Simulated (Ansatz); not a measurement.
Molecular dynamics of Li

Input file:

```yaml
accuracy: low
crystal:
  lattice:
    - [6.98, 0.0, 0.0]
    - [0.0, 6.98, 0.0]
    - [0.0, 0.0, 6.98]
  atoms:
    - { symbol: Li, position: [0.0, 0.0, 0.0] }
    - { symbol: Li, position: [0.5, 0.0, 0.0] }
    - { symbol: Li, position: [0.0, 0.5, 0.0] }
    - { symbol: Li, position: [0.0, 0.0, 0.5] }
    - { symbol: Li, position: [0.25, 0.25, 0.25] }
    - { symbol: Li, position: [0.5, 0.5, 0.0] }
    - { symbol: Li, position: [0.5, 0.0, 0.5] }
    - { symbol: Li, position: [0.75, 0.25, 0.25] }
    - { symbol: Li, position: [0.0, 0.5, 0.5] }
    - { symbol: Li, position: [0.25, 0.75, 0.25] }
    - { symbol: Li, position: [0.25, 0.25, 0.75] }
    - { symbol: Li, position: [0.5, 0.5, 0.5] }
    - { symbol: Li, position: [0.75, 0.75, 0.25] }
    - { symbol: Li, position: [0.75, 0.25, 0.75] }
    - { symbol: Li, position: [0.25, 0.75, 0.75] }
    - { symbol: Li, position: [0.75, 0.75, 0.75] }
basis:
  ecutwfc: 420.0
kpoints:
  mp_grid: { grid: [2, 2, 2] }
hamiltonian:
  xc: pbe
  dispersion: d3bj
scf:
  occupations: { method: fermi_dirac, width: 0.11 }
  lower_state_search: "off"
md:
  timestep: 1
  n_steps: 250
  ensemble: nvt_langevin
  temperature: 1300.0
  initial_velocities: maxwell_boltzmann
  seed: 544013
  friction: 0.02
```

Command:

```bash
$ ansatz run input.yaml --threads 1 --pin off --max-ram 3072MiB --backend cpu --events-out ev --progress --plain --runs-dir out
```

It starts from a structure without forces on its atoms.

Output, in part (step lines):

```
md step     0: t =     0.00 fs  T =  1218.8 K  F+E_penalty+E_count = -3277.37238958 eV  E_kin = 2.520570 eV  (6 SCF iters)
md step     1: t =     1.00 fs  T =  1227.5 K  F+E_penalty+E_count = -3277.36868201 eV  E_kin = 2.538584 eV  (7 SCF iters)
md step     2: t =     2.00 fs  T =  1200.8 K  F+E_penalty+E_count = -3277.35789594 eV  E_kin = 2.483494 eV  (7 SCF iters)
md step     3: t =     3.00 fs  T =  1263.3 K  F+E_penalty+E_count = -3277.34001624 eV  E_kin = 2.612635 eV  (6 SCF iters)
md step     4: t =     4.00 fs  T =  1306.6 K  F+E_penalty+E_count = -3277.31366771 eV  E_kin = 2.702264 eV  (6 SCF iters)
md step     5: t =     5.00 fs  T =  1312.8 K  F+E_penalty+E_count = -3277.27850576 eV  E_kin = 2.715079 eV  (5 SCF iters)
md step     6: t =     6.00 fs  T =  1365.0 K  F+E_penalty+E_count = -3277.23456077 eV  E_kin = 2.823089 eV  (5 SCF iters)
md step     7: t =     7.00 fs  T =  1359.3 K  F+E_penalty+E_count = -3277.18269226 eV  E_kin = 2.811189 eV  (5 SCF iters)
[... lines left out ...]
md step   249: t =   249.00 fs  T =  1359.1 K  F+E_penalty+E_count = -3275.01255165 eV  E_kin = 2.810751 eV  (5 SCF iters)
md step   250: t =   250.00 fs  T =  1336.9 K  F+E_penalty+E_count = -3275.03586548 eV  E_kin = 2.764964 eV  (6 SCF iters)
```

The steps, from the saved trajectory:

```json
{"time (fs)": "0.0", "T (K)": "1219", "potential energy less start (eV)": "0.000"}
{"time (fs)": "8.0", "T (K)": "1203", "potential energy less start (eV)": "0.247"}
{"time (fs)": "16.0", "T (K)": "1105", "potential energy less start (eV)": "0.868"}
{"time (fs)": "24.0", "T (K)": "865", "potential energy less start (eV)": "1.501"}
{"time (fs)": "32.0", "T (K)": "805", "potential energy less start (eV)": "1.706"}
{"time (fs)": "40.0", "T (K)": "983", "potential energy less start (eV)": "1.657"}
{"time (fs)": "48.0", "T (K)": "1212", "potential energy less start (eV)": "1.661"}
{"time (fs)": "56.0", "T (K)": "1256", "potential energy less start (eV)": "1.923"}
{"time (fs)": "64.0", "T (K)": "1215", "potential energy less start (eV)": "2.320"}
{"time (fs)": "72.0", "T (K)": "1153", "potential energy less start (eV)": "2.486"}
{"time (fs)": "80.0", "T (K)": "1500", "potential energy less start (eV)": "2.330"}
{"time (fs)": "88.0", "T (K)": "1456", "potential energy less start (eV)": "2.312"}
{"time (fs)": "96.0", "T (K)": "1619", "potential energy less start (eV)": "2.369"}
{"time (fs)": "104.0", "T (K)": "1826", "potential energy less start (eV)": "2.350"}
{"time (fs)": "112.0", "T (K)": "1409", "potential energy less start (eV)": "2.517"}
{"time (fs)": "120.0", "T (K)": "1445", "potential energy less start (eV)": "2.778"}
{"time (fs)": "128.0", "T (K)": "1178", "potential energy less start (eV)": "2.831"}
{"time (fs)": "136.0", "T (K)": "1300", "potential energy less start (eV)": "2.725"}
{"time (fs)": "144.0", "T (K)": "1205", "potential energy less start (eV)": "2.903"}
{"time (fs)": "152.0", "T (K)": "836", "potential energy less start (eV)": "3.042"}
{"time (fs)": "160.0", "T (K)": "1009", "potential energy less start (eV)": "2.829"}
{"time (fs)": "168.0", "T (K)": "1128", "potential energy less start (eV)": "2.421"}
{"time (fs)": "176.0", "T (K)": "1244", "potential energy less start (eV)": "2.193"}
{"time (fs)": "184.0", "T (K)": "1071", "potential energy less start (eV)": "2.288"}
{"time (fs)": "192.0", "T (K)": "851", "potential energy less start (eV)": "2.415"}
{"time (fs)": "200.0", "T (K)": "835", "potential energy less start (eV)": "2.452"}
{"time (fs)": "208.0", "T (K)": "1134", "potential energy less start (eV)": "2.194"}
{"time (fs)": "216.0", "T (K)": "1427", "potential energy less start (eV)": "1.961"}
{"time (fs)": "224.0", "T (K)": "1569", "potential energy less start (eV)": "1.964"}
{"time (fs)": "232.0", "T (K)": "993", "potential energy less start (eV)": "2.230"}
{"time (fs)": "240.0", "T (K)": "1054", "potential energy less start (eV)": "2.380"}
{"time (fs)": "248.0", "T (K)": "1170", "potential energy less start (eV)": "2.378"}
```

All steps were run. The mean temperature of the second half is 12 % below the set value. A run of 0.25 ps of so small a system gives no equilibrium averages. Limits of this set-up: coarse k mesh, low accuracy level.

Mean squared displacements from the first frame to the last, about the centre of mass: Li 0.47 Å².

Last frame:

```xyz
16
Lattice="6.9800 0.0000 0.0000 0.0000 6.9800 0.0000 0.0000 0.0000 6.9800" Properties=species:S:1:pos:R:3
Li 0.025 -0.071 -0.085
Li 4.195 -0.303 -0.200
Li -0.321 2.808 -0.581
Li 0.359 0.226 2.629
Li 2.258 1.389 0.927
Li 3.918 2.887 -0.282
Li 3.030 -0.374 3.520
Li 4.947 1.196 1.817
Li 0.252 3.270 2.732
Li 1.611 5.058 1.203
Li 1.724 2.375 4.503
Li 3.635 3.464 2.478
Li 4.980 5.249 2.250
Li 4.729 2.038 4.123
Li 0.877 5.030 5.073
Li 5.294 4.721 4.740
```

Run time: 15 min on 1 thread of Arm Neoverse V1 (shared host), peak memory 0.48 GiB.
